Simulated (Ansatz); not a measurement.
# A workflow on GeSiNH7 (SMILES [SiH3][NH][GeH3])

We compute a series of 14 runs (HF/STO-3G, UHF/STO-3G, HF/3-21G, UHF/3-21G, HF/6-31G*, B3LYP/6-31G*, MP2/6-31G*) of GeH7NSi. 

The calculation is run with Ansatz 0.2.0.

### Step 1. The molecule

The species is GeSiNH7 (10 atoms), meant as a singlet with charge 0. As SMILES, `[SiH3][NH][GeH3]`. Geometry: relaxed at PBE0-D4/def2-TZVP. The run starts from this shape.

Bond lengths: Si1–N2 1.718 Å, N2–Ge3 1.839 Å, Si1–H4 1.486 Å, Si1–H5 1.489 Å, Si1–H6 1.492 Å, N2–H7 1.009 Å, Ge3–H8 1.534 Å, Ge3–H9 1.543 Å, Ge3–H10 1.538 Å. Some angles: Si1–N2–Ge3 127.5°, Si1–N2–H7 117.0°, Ge3–N2–H7 114.2°, N2–Si1–H4 107.3°, N2–Si1–H5 110.3°, N2–Si1–H6 114.2°, N2–Ge3–H8 106.7°, N2–Ge3–H9 111.7°, N2–Ge3–H10 108.4°, H4–Si1–H5 110.0°.

### Step 2. A structure relaxation at HF/STO-3G (start density atoms) (run 1)

molecule.yaml reads:

```yaml
crystal:
  periodic: [false, false, false]
  atoms:
    - {symbol: Si, position_ang: [-1.146800, 0.522200, -0.945600]}
    - {symbol: N, position_ang: [0.461400, 0.319100, -0.375700]}
    - {symbol: Ge, position_ang: [1.020100, -0.675800, 1.066200]}
    - {symbol: H, position_ang: [-1.923700, -0.668500, -0.512900]}
    - {symbol: H, position_ang: [-1.160200, 0.627200, -2.430500]}
    - {symbol: H, position_ang: [-1.835500, 1.735800, -0.416100]}
    - {symbol: H, position_ang: [1.159100, 0.952900, -0.736500]}
    - {symbol: H, position_ang: [-0.018900, -1.787400, 1.262400]}
    - {symbol: H, position_ang: [1.119900, 0.180400, 2.345600]}
    - {symbol: H, position_ang: [2.407800, -1.257200, 0.745900]}
basis:
  gaussian:
    orbitals: STO-3G
output: {orbitals: {seedname: orbitals}}
hamiltonian:
  xc: hf
relax:
  f_tol: 0.002
```

Launch:

```console
$ ansatz run molecule.yaml --threads 1 --pin off --max-ram 3480MiB --events-out events.jsonl --progress --plain --runs-dir runs
```

The program printed, cut to the lines that bear on the results:

```text
Warning: RAYON_NUM_THREADS=1 ignored (pool sized by the plan → 1); use --threads N
[...]
Functional definition: HF
  name "HF"
[...]
482 factors; integrals over basis functions are off by at most 1.1e-5 eV
[...]
mean field -65176.73929026 eV, -2395.2009905363 hartree, gradient 2.0e-5 eV, S^2 0.000000; 0 other end points of the search recorded, 0 dependent functions left out
[...]
reference -65176.73929026 eV, -2395.2009905363 hartree; 30, 30 occupied and 9, 9 virtual orbitals, 482 factors
relax step   1: F+E_penalty+E_count = -65176.73929026 eV  Δ(F+E_penalty+E_count) = +0.000e0 eV  max|allowed force component| = 1.876e0 eV/Å  Δτ_max = 0.0000 Å  (25 SCF iters, accepted)
[...]
Atom 2 at     1.006827    -0.656593     1.043571 Å, force     0.000165     0.000076    -0.000510 eV/Å
Atom 3 at    -1.943883    -0.614973    -0.568410 Å, force    -0.000257     0.000329     0.000490 eV/Å
Atom 4 at    -1.128547     0.642015    -2.349044 Å, force    -0.000278     0.000443    -0.000090 eV/Å
Atom 5 at    -1.766513     1.678323    -0.395689 Å, force    -0.000222    -0.000104    -0.000162 eV/Å
Atom 6 at     1.135855     0.890264    -0.749740 Å, force    -0.000340    -0.000292     0.000112 eV/Å
Atom 7 at     0.081216    -1.734883     1.268062 Å, force     0.000003     0.000104     0.000184 eV/Å
Atom 8 at     1.081435     0.143400     2.245817 Å, force    -0.000206    -0.000223     0.000157 eV/Å
Atom 9 at     2.319450    -1.183789     0.770142 Å, force     0.000125     0.000054     0.000029 eV/Å
Dipole moment:     0.057683     0.061436    -0.010158 e Å
```

Wall time 8.4 s (1 thread of Arm Neoverse V2, shared host); peak memory 0.11 GiB.

Steps, from the record of the run:

```
step  energy from the first frame kept (eV)  largest force (eV/Å)
   1                                 0.0000                2.3158
   2                                -0.5552                1.0067
   3                                -0.5720                0.3354
   4                                -0.5724                0.3185
   5                                -0.5760                0.0592
   6                                -0.5761                0.0134
   7                                -0.5762                0.0042
   8                                -0.5762                0.0105
   9                                -0.5762                0.0078
  10                                -0.5762                0.0024
  11                                -0.5762                0.0012
```

After the run. Bond lengths: Si1–N2 1.722 Å, N2–Ge3 1.753 Å, Si1–H4 1.423 Å, Si1–H5 1.424 Å, Si1–H6 1.426 Å, N2–H7 1.013 Å, Ge3–H8 1.439 Å, Ge3–H9 1.446 Å, Ge3–H10 1.441 Å. Some angles: Si1–N2–Ge3 129.9°, Si1–N2–H7 113.8°, Ge3–N2–H7 115.5°, N2–Si1–H4 108.8°, N2–Si1–H5 110.2°, N2–Si1–H6 112.4°, N2–Ge3–H8 108.4°, N2–Ge3–H9 112.0°, N2–Ge3–H10 109.7°, H4–Si1–H5 109.6°.

### Step 3. The harmonic vibrations at HF/STO-3G (start density atoms) (run 2)

molecule.yaml reads:

```yaml
crystal:
  periodic: [false, false, false]
  atoms:
    - {symbol: Si, position_ang: [-1.149919, 0.508755, -0.931108]}
    - {symbol: "N", position_ang: [0.447278, 0.276180, -0.330802]}
    - {symbol: Ge, position_ang: [1.006827, -0.656593, 1.043571]}
    - {symbol: H, position_ang: [-1.943883, -0.614973, -0.568410]}
    - {symbol: H, position_ang: [-1.128547, 0.642015, -2.349044]}
    - {symbol: H, position_ang: [-1.766513, 1.678323, -0.395689]}
    - {symbol: H, position_ang: [1.135855, 0.890264, -0.749740]}
    - {symbol: H, position_ang: [0.081216, -1.734883, 1.268062]}
    - {symbol: H, position_ang: [1.081435, 0.143400, 2.245817]}
    - {symbol: H, position_ang: [2.319450, -1.183789, 0.770142]}
basis:
  gaussian:
    orbitals: STO-3G
hamiltonian:
  xc: hf
phonons:
  temperatures: {t_min: 298.15, t_max: 298.15, t_step: 1}
```

Launch:

```console
$ ansatz run molecule.yaml --threads 1 --pin off --max-ram 3480MiB --events-out events.jsonl --progress --plain --runs-dir runs
```

The program printed, cut to the lines that bear on the results:

```text
Warning: RAYON_NUM_THREADS=1 ignored (pool sized by the plan → 1); use --threads N
Functional definition: HF
  name "HF"
[...]
487 factors; integrals over basis functions are off by at most 1.5e-5 eV
[...]
mean field -65177.31557111 eV, -2395.2221684672 hartree, gradient 2.9e-5 eV, S^2 0.000000; 0 other end points of the search recorded, 0 dependent functions left out
[...]
Atom 7 at     0.081216    -1.734883     1.268062 Å, force     0.000006     0.000110     0.000184 eV/Å
Atom 8 at     1.081435     0.143400     2.245817 Å, force    -0.000211    -0.000273     0.000079 eV/Å
Atom 9 at     2.319450    -1.183789     0.770142 Å, force     0.000086     0.000067     0.000040 eV/Å
Dipole moment:     0.057683     0.061435    -0.010158 e Å
Vibrations: 54.70 64.77 231.69 395.02 577.21 749.08 794.08 882.66 943.42 1042.47 1114.85 1146.98 1160.67 1213.21 1246.22 1264.40 1555.59 2404.37 2427.32 2472.40 2852.67 2891.51 2912.96 4087.84 cm⁻¹, zero-point energy 2.137865 eV
```

Wall time 31 s (1 thread of Arm Neoverse V2, shared host).

Runs 3 to 12 aren't shown in full; the table further down has their settings and results.

[end of part 1 of 2]
